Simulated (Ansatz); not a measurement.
# MoH₄O₅: a ladder of functionals and wavefunction methods

The task here is to estimate one member of a computed series from the others.

The runs use Ansatz 0.2.0, Gaussian basis; functionals in def2-TZVPP, the program's frozen cores in correlated methods.

The runs, in order: LDA (SPW92), PBE-D4, revPBE-D4, BLYP-D4, r2SCAN-D4, B97M-V, PBE0-D4, B3LYP-D4, r2SCANh-D4, r2SCAN0-D4, HSE06-D4, BHLYP-D4, CAM-B3LYP-D4, LC-ωPBE, ωB97X-V, ωB97M-V, B2PLYP, PBE-QIDH; CCSD(T)/def2-SVP; CCSD(T)/def2-TZVPP; MP2/def2-QZVPP; extrapolation to the limit; RPA on PBE.

**The relaxed structure**

The geometry comes from an earlier relaxation with PBE0-D4 in a triple-zeta def2 set; it is a stationary point, not always the lowest conformer. Mo takes the def2 core potential; no spin-orbit term is included.

10 atoms, charge 0, spin multiplicity 1.

Atoms are counted from 1 here; the program's logs count them from 0.

Bond lengths: O1–Mo2 1.660 Å, Mo2–O3 1.880 Å, Mo2–O4 1.910 Å, Mo2–O5 1.879 Å, Mo2–O6 1.916 Å, O3–H7 0.961 Å, O4–H8 0.961 Å, O5–H9 0.961 Å, O6–H10 0.961 Å. Angles: O1–Mo2–O3 99.9°, O1–Mo2–O4 114.5°, O1–Mo2–O5 99.9°, O1–Mo2–O6 114.9°, O3–Mo2–O4 87.9°, O3–Mo2–O5 160.2°, O3–Mo2–O6 83.5°, O4–Mo2–O5 84.7°, O4–Mo2–O6 130.6°, O5–Mo2–O6 87.3°, Mo2–O3–H7 122.4°, Mo2–O4–H8 115.2°, Mo2–O5–H9 122.8°, Mo2–O6–H10 114.9°.

As a file:

```xyz
10
charge 0, multiplicity 1
O     0.1748   -0.4342    2.0717
Mo    0.0367   -0.1061    0.4506
O     1.4265   -1.1814   -0.2168
O    -1.1907   -1.2325   -0.4840
O    -1.3875    1.1195    0.4895
O     1.1375    1.3297   -0.1792
H     1.7804   -1.0734   -1.1042
H    -0.8512   -2.0995   -0.7227
H    -1.8404    1.4170   -0.3047
H     0.7972    2.2099    0.0028
```

The first run:

File in.yaml:

```yaml
crystal:
  periodic: [false, false, false]
  atoms:
    - {symbol: O, position_ang: [0.174794, -0.434192, 2.071667]}
    - {symbol: Mo, position_ang: [0.036733, -0.106119, 0.450603]}
    - {symbol: O, position_ang: [1.426483, -1.181435, -0.216795]}
    - {symbol: O, position_ang: [-1.190742, -1.232467, -0.483957]}
    - {symbol: O, position_ang: [-1.387519, 1.119457, 0.489501]}
    - {symbol: O, position_ang: [1.137492, 1.329687, -0.179219]}
    - {symbol: H, position_ang: [1.780405, -1.073363, -1.104218]}
    - {symbol: H, position_ang: [-0.851240, -2.099475, -0.722731]}
    - {symbol: H, position_ang: [-1.840422, 1.416989, -0.304695]}
    - {symbol: H, position_ang: [0.797217, 2.209917, 0.002844]}
basis:
  gaussian: {orbitals: def2-TZVPP}
hamiltonian: {xc: lda}
output: {orbitals: {seedname: orbitals}}
```

Run with:

```console
ansatz run in.yaml --threads 4 --pin off --events-out ev --progress --plain --max-ram 11315MiB
```

Among the steps run: LDA; PBE-D4 (GGA); revPBE-D4 (GGA); BLYP-D4 (GGA); r2SCAN-D4 (meta-GGA); B97M-V (meta-GGA); PBE0-D4 (hybrid); B3LYP-D4 (hybrid); r2SCANh-D4 (hybrid); r2SCAN0-D4 (hybrid); HSE06-D4 (hybrid); BHLYP-D4 (hybrid); CAM-B3LYP-D4 (range-separated); LC-ωPBE (range-separated); ωB97X-V (range-separated); ωB97M-V (range-separated); B2PLYP (double hybrid); PBE-QIDH (double hybrid).

One of the session's tables, all rows but one given; the rest of the session is left out.

It belongs to the step «Frontier levels by functional». 

```
  functional  HOMO (eV)  LUMO (eV)  gap (eV)
 LDA (SPW92)      -7.58      -4.31      3.27
      PBE-D4      -7.35      -4.07      3.27
   revPBE-D4      -7.26      -3.98      3.28
     BLYP-D4      -7.26      -4.00      3.26
   r2SCAN-D4          ?          ?         ?
      B97M-V      -7.83      -4.06      3.77
     PBE0-D4      -9.06      -3.39      5.68
    B3LYP-D4      -8.80      -3.63      5.17
  r2SCANh-D4      -8.39      -3.82      4.57
  r2SCAN0-D4      -9.36      -3.39      5.97
    HSE06-D4      -8.65      -3.76      4.89
    BHLYP-D4     -10.74      -2.54      8.20
CAM-B3LYP-D4     -10.57      -2.33      8.24
     LC-ωPBE     -11.92      -1.13     10.78
     ωB97X-V     -11.57      -1.21     10.35
     ωB97M-V     -11.50      -1.24     10.26
```

**Question.** Estimate the row for r2SCAN-D4.

Worked estimate for «HOMO (eV)». Against the share of exact exchange, r2SCANh-D4 (0.1, -8.39), r2SCAN0-D4 (0.25, -9.36) give a slope of -6.47 per unit share; at 0 the line stands at -7.74.

**Answer.** HOMO (eV): -7.76; LUMO (eV): -4.09; gap (eV): 3.66. In «HOMO (eV)» the line misses by +0.02.
